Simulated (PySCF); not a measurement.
# bis(trifluoromethyl)germane (C₂H₂F₆Ge): geometry, NMR shifts, spin-spin couplings, electronic excitations and core binding energies, part 2 of 2

PySCF 2.14.0. Atoms count from 0. Earlier steps stand in the parts before.

## 5. TDDFT and polarisability: CAM-B3LYP/def2-SVPD

The job: settings as JSON, then the geometry in Å.

```
{"job": {"kind": "uv", "xc": "CAM-B3LYP", "basis": "def2-SVPD", "ip": true}, "charge": 0, "multiplicity": 1}
F      2.120838    -0.464898     0.779965
C      1.531413    -0.424527    -0.418643
F      2.087405    -1.378126    -1.175140
F      1.823229     0.755572    -0.974886
Ge    -0.440551    -0.688202    -0.271357
C     -1.195799     0.939230     0.599584
F     -0.604063     1.192274     1.770590
F     -1.055634     2.023721    -0.167212
F     -2.504424     0.774971     0.831592
H     -1.032698    -0.814618    -1.675940
H     -0.717325    -1.899862     0.620104
```

With the program's defaults for keys left out, this is: TDDFT CAM-B3LYP/def2-SVPD, vertical, gas phase, core orbitals frozen in the response.

The program printed:

```text
coarse grid: 54520 points
cycle   1  E = -2752.4139292811  dE =  8.704e-01  |g| = 1.260e+00  |ddm| = 3.776e+00
cycle   2  E = -2752.2828174408  dE =  1.311e-01  |g| = 1.632e+00  |ddm| = 2.079e+00
cycle   3  E = -2752.6943090711  dE = -4.115e-01  |g| = 8.097e-02  |ddm| = 1.134e+00
cycle   4  E = -2752.6951911146  dE = -8.820e-04  |g| = 3.455e-02  |ddm| = 1.084e-01
cycle   5  E = -2752.6953513889  dE = -1.603e-04  |g| = 7.788e-03  |ddm| = 3.518e-02
cycle   6  E = -2752.6953594596  dE = -8.071e-06  |g| = 2.852e-03  |ddm| = 1.063e-02
final grid: 115824 points
cycle   7  E = -2752.6953245522  dE =  2.576e-07  |g| = 3.479e-03  |ddm| = 5.533e-03
cycle   8  E = -2752.6953233643  dE =  1.188e-06  |g| = 4.514e-03  |ddm| = 5.001e-03
cycle   9  E = -2752.6953264262  dE = -3.062e-06  |g| = 1.934e-04  |ddm| = 2.700e-03
cycle  10  E = -2752.6953264330  dE = -6.788e-09  |g| = 2.855e-05  |ddm| = 1.965e-04
cycle  11  E = -2752.6953264332  dE = -2.528e-10  |g| = 1.791e-05  |ddm| = 8.292e-05
converged SCF energy = -2752.6953264332

Static polarisability (au): isotropic 59.873, principal 56.059 58.940 64.621

Singlet excitations
state   eV       nm        f      main configurations
  1   8.6651    143.1   0.00065   H->L+2 0.41, H-1->L+1 0.35, H->L 0.16
  2   8.7885    141.1   0.02922   H->L+1 0.86, H-1->L+2 0.10
  3   9.0200    137.5   0.00015   H->L 0.67, H-1->L+1 0.30
  4   9.1410    135.6   0.00001   H-2->L+1 0.59, H->L+3 0.35
  5   9.2135    134.6   0.00718   H-1->L 0.56, H-1->L+2 0.36
  6   9.3365    132.8   0.00006   H->L+3 0.60, H-2->L+1 0.36
  7   9.4454    131.3   0.00078   H-1->L+3 0.49, H-2->L+2 0.37
  8   9.6177    128.9   0.26568   H-1->L+2 0.48, H-1->L 0.38
  9   9.6560    128.4   0.52175   H->L+2 0.52, H-1->L+1 0.26, H->L 0.13
 10   9.8566    125.8   0.19823   H-2->L 0.78, H-2->L+2 0.17

Triplet excitations (Tamm-Dancoff, eV): 7.8301 7.9797 8.2141 8.4280
Vertical ionisation energy (delta-SCF) = 12.1171 eV
```

It took 3.9 min on 1 thread, shared host.

Frontier orbitals and where they lie:

| orbital | eV | atoms |
| --- | --- | --- |
| HOMO−3 | -13.83 | F7 19 %, F8 18 %, F6 18 % |
| HOMO−2 | -12.29 | Ge4 41 %, H10 24 %, H9 24 % |
| HOMO−1 | -11.61 | Ge4 27 %, C5 10 %, C1 10 % |
| HOMO | -11.21 | Ge4 20 %, C1 14 %, C5 14 % |
| LUMO | 0.67 | Ge4 47 %, H9 15 %, H10 15 % |
| LUMO+1 | 0.69 | Ge4 37 %, H10 12 %, H9 12 % |
| LUMO+2 | 1.04 | Ge4 40 %, H10 10 %, H9 10 % |

With each of the 10 states as a Gaussian band of 0.4 eV half-width at 1/e, the curve within the window shown has maxima at 128 nm (ε 38,000) L/(mol cm). Beyond the last state computed it falls off for lack of states. The curve at chosen wavelengths:

```tsv
nm	ε (L/mol/cm)
122	10739
123	15990
124	22015
126	33381
127	36962
128	38261
129	37119
131	29076
132	23626
133	18233
134	13446
136	6655
137	4626
138	3299
139	2474
141	1653
142	1426
143	1236
144	1057
146	714
147	559
148	423
149	310
151	151
152	100
153	65
```

Ground-state properties from the same run:

| property | computed |
| --- | --- |
| dipole moment (D) | 2.37 |
| polarisability (Å³) | 8.87 |
| HOMO–LUMO gap (eV) | 11.87 |
| −ε(HOMO) (eV) | 11.21 |

## 6. Shielding tensors: mPW1PW91/pcSseg-1

The job, as its differences from that of step 5:

```diff
@@ -1,2 +1,2 @@
-{"job": {"kind": "uv", "xc": "CAM-B3LYP", "basis": "def2-SVPD", "ip": true}, "charge": 0, "multiplicity": 1}
+{"job": {"kind": "nmr", "xc": "mPW1PW91", "basis": "pcSseg-1", "pop": false}, "charge": 0, "multiplicity": 1}
 F      2.120838    -0.464898     0.779965
```

With the program's defaults for keys left out, this is: GIAO mPW1PW91/pcSseg-1 NMR shielding, non-relativistic, gas phase.

The program printed:

```text
coarse grid: 54520 points
cycle   1  E = -2752.9431464204  dE =  7.833e-01  |g| = 1.435e+00  |ddm| = 3.087e+00
cycle   2  E = -2752.6445907482  dE =  2.986e-01  |g| = 2.010e+00  |ddm| = 1.562e+00
cycle   3  E = -2753.2056980154  dE = -5.611e-01  |g| = 1.502e-01  |ddm| = 9.834e-01
cycle   4  E = -2753.2080032930  dE = -2.305e-03  |g| = 6.376e-02  |ddm| = 7.957e-02
cycle   5  E = -2753.2083417604  dE = -3.385e-04  |g| = 9.132e-03  |ddm| = 3.144e-02
cycle   6  E = -2753.2083519579  dE = -1.020e-05  |g| = 3.344e-03  |ddm| = 6.868e-03
cycle   7  E = -2753.2083535309  dE = -1.573e-06  |g| = 9.610e-04  |ddm| = 2.176e-03
final grid: 115824 points
cycle   8  E = -2753.2083074410  dE =  9.210e-08  |g| = 1.392e-03  |ddm| = 1.803e-03
cycle   9  E = -2753.2083071070  dE =  3.340e-07  |g| = 2.095e-03  |ddm| = 1.677e-03
cycle  10  E = -2753.2083077162  dE = -6.092e-07  |g| = 6.874e-05  |ddm| = 9.707e-04
cycle  11  E = -2753.2083077170  dE = -7.667e-10  |g| = 1.810e-05  |ddm| = 6.081e-05
converged SCF energy = -2753.2083077170

GIAO shielding tensors (ppm)
atom      isotropic    diamagn.    paramagn.     s11        s22        s33       span
  0 F      238.019     474.582    -236.563    146.074    243.345    324.637    178.563
  1 C       49.633     247.987    -198.354     46.965     47.296     54.637      7.672
  2 F      239.191     472.558    -233.367    145.131    245.012    327.431    182.301
  3 F      238.606     475.126    -236.520    146.438    245.264    324.116    177.679
  4 Ge    1497.927    2754.180   -1256.253   1469.901   1502.258   1521.621     51.720
  5 C       49.635     247.956    -198.321     46.737     47.456     54.712      7.975
  6 F      239.141     475.011    -235.869    147.315    245.651    324.458    177.142
  7 F      238.351     474.606    -236.255    146.898    244.324    323.831    176.932
  8 F      239.073     472.660    -233.587    144.182    245.371    327.666    183.484
  9 H       26.815      26.860      -0.045     20.733     22.219     37.491     16.758
 10 H       26.813      26.857      -0.045     20.766     22.183     37.489     16.722
```

Wall time 24 s (1 thread, shared host).

This run: δ C1 133.9, F0 -60.9, Ge4 -173, H9 4.50 ppm (means over like atoms).

## 7. X-ray photoelectron lines: SCAN, X2C

The job, as its differences from that of step 6:

```diff
@@ -1,2 +1,2 @@
-{"job": {"kind": "nmr", "xc": "mPW1PW91", "basis": "pcSseg-1", "pop": false}, "charge": 0, "multiplicity": 1}
+{"job": {"kind": "xps"}, "charge": 0, "multiplicity": 1}
 F      2.120838    -0.464898     0.779965
```

Level: delta-SCF UKS SCAN, pcX-2 on the ionised atom, pcseg-1 elsewhere, spin-free X2C.

The program printed:

```text
ground state, core basis on atom 0 (F), 180 functions
  cycle   1  E = -2770.54503542  |g| = 1.10e+00
  cycle   2  E = -2770.09603090  |g| = 2.02e+00
  cycle   3  E = -2770.73779465  |g| = 6.13e-02
  cycle   4  E = -2770.73817559  |g| = 4.57e-02
  cycle   5  E = -2770.73848822  |g| = 1.34e-02
  cycle   6  E = -2770.73851375  |g| = 2.34e-03
  cycle   7  E = -2770.73851486  |g| = 1.27e-03
  cycle   8  E = -2770.73851300  |g| = 2.81e-04
  E(ground) = -2770.85648112 Eh
hole in F 1s of atom 0
  cycle   1  E = -2744.33173829  |g| = 2.58e+00
  cycle   2  E = -2744.05337376  |g| = 2.27e+00
  cycle   3  E = -2745.08278384  |g| = 6.33e-01
  cycle   4  E = -2745.14721038  |g| = 4.73e-01
  cycle   5  E = -2745.22042129  |g| = 3.82e-02
  cycle   6  E = -2745.22080870  |g| = 1.86e-02
  cycle   7  E = -2745.22092963  |g| = 7.99e-03
  cycle   8  E = -2745.22095053  |g| = 2.11e-03
  cycle   9  E = -2745.22095264  |g| = 6.82e-04
  cycle  10  E = -2745.22095518  |g| = 3.13e-04
  E(ion) = -2745.34678316 Eh   <S^2> = 0.7574   hole on atom = 1.000   binding energy = 694.154 eV
ground state, core basis on atom 1 (C), 180 functions
  cycle   1  E = -2770.70607471  |g| = 1.10e-01
  cycle   2  E = -2770.70321676  |g| = 1.64e-01
  cycle   3  E = -2770.70733592  |g| = 1.89e-02
  cycle   4  E = -2770.70738522  |g| = 8.50e-03
  cycle   5  E = -2770.70739517  |g| = 1.31e-03
  cycle   6  E = -2770.70739723  |g| = 4.19e-04
  E(ground) = -2770.82233488 Eh
hole in C 1s of atom 1
  cycle   1  E = -2759.20301440  |g| = 1.50e+00
  cycle   2  E = -2749.50269422  |g| = 4.27e+00
  cycle   3  E = -2759.41752847  |g| = 9.51e-01
  cycle   4  E = -2759.64355798  |g| = 5.89e-01
  cycle   5  E = -2759.74491603  |g| = 1.51e-01
  cycle   6  E = -2759.75209767  |g| = 5.54e-02
  cycle   7  E = -2759.75309813  |g| = 2.07e-02
  cycle   8  E = -2759.75322267  |g| = 8.29e-03
  cycle   9  E = -2759.75324820  |g| = 3.05e-03
  cycle  10  E = -2759.75325293  |g| = 1.93e-03
  cycle  11  E = -2759.75325328  |g| = 8.12e-04
  cycle  12  E = -2759.75325449  |g| = 2.22e-04
  E(ion) = -2759.87246672 Eh   <S^2> = 0.7721   hole on atom = 1.000   binding energy = 297.961 eV
```

Run time: 22 s. Hardware: 1 thread, shared host.

The holes in one table. −ε is the ground-state orbital energy:

| hole | stands for | environment | ΔSCF (eV) | −ε (eV) | ⟨S²⟩ |
| --- | --- | --- | --- | --- | --- |
| F1s on F0 | F0, F2, F3, F6, F7, F8 | fluorine of a CF3 group | 694.15 | 668.2 | 0.757 |
| C1s on C1 | C1, C5 | CF3 carbon | 297.96 | 280.7 | 0.772 |

Each hole run stands for the others of its class of like atoms.

## 8. Side by side: NMR shifts

Shifts (ppm), means over like atoms, with basis size and wall time:

| run | C1 | H9 | F0 | Ge4 | functions | time |
| --- | --- | --- | --- | --- | --- | --- |
| PBE0/pcSseg-1 | 133.9 | 4.50 | -60.6 | -176 | 187 | 26 s |
| mPW1PW91/pcSseg-1 | 133.9 | 4.50 | -60.9 | -173 | 187 | 24 s |

## 9. Summary of results

The summary covers parts 1 to 2.

| quantity | value |
| --- | --- |
| rotational constants (main isotopes) | 1.99, 0.79, 0.71 GHz |
| ¹³C shifts against TMS (PBE0/pcSseg-1, means over atoms taken as alike) | 133.9 ppm |
| ¹H shifts against TMS (PBE0/pcSseg-1, means over atoms taken as alike) | 4.50 ppm |
| ¹⁹F shifts against CFCl3 (PBE0/pcSseg-1, means over atoms taken as alike) | -60.6 ppm |
| ⁷³Ge shifts against GeMe4 (PBE0/pcSseg-1) | -176 ppm |
| largest coupling of the table (B3LYP/pcSseg-1+pcJ-1) | ¹J(F,C) F0–C1, -396.2 Hz |
| lowest singlet (CAM-B3LYP/def2-SVPD) | 8.67 eV (143 nm), f = 0.001 |
| brightest single state of those computed | state 9, 9.66 eV, f = 0.522 |
| lowest triplet | 7.83 eV |
| vertical ionisation energy (ΔSCF) | 12.12 eV |
| F1s binding energies, SCAN/pcX-2 | F0 694.15 eV |
| C1s binding energies, SCAN/pcX-2 | C1 297.96 eV |
| range of the shift of Ge4 | -176 to -173 ppm |

What this shows: Over 6 steps the energy fell by 0.039 eV; of the close pairs, Ge4–H9 changed most, 1.498 to 1.530 Å. No frequency check was run at this level, so the end point may be a saddle. At PBE0/pcSseg-1: Shielding is most anisotropic at F0, F2, F3, F6, F7, F8 (span 179 ppm, paramagnetic term -236 ppm). In the run at B3LYP/pcSseg-1+pcJ-1, the largest coupling of the table is F0–C1 (mean over like pairs), -396.2 Hz, of which the Fermi-contact term gives -370.3 Hz. Density functionals describe couplings to fluorine poorly, F–F couplings above all, so those rows are rough. The lowest singlet, at 8.67 eV, is HOMO→LUMO+2 0.41, HOMO−1→LUMO+1 0.35 and is dark; of the 10 states computed, the strongest absorption comes from state 9 at 9.66 eV. The lowest triplet lies 0.84 eV below the lowest singlet (triplets in Tamm-Dancoff, singlets in full TDDFT). ΔSCF puts the ionisation energy at 12.12 eV, 0.91 eV above −ε(HOMO). Across the 2 runs the shift of Ge4 moves most, between -176 (PBE0/pcSseg-1) and -173 ppm (mPW1PW91/pcSseg-1). Spin-orbit coupling is left out, which matters for shieldings and couplings at and beside the heavy atoms.
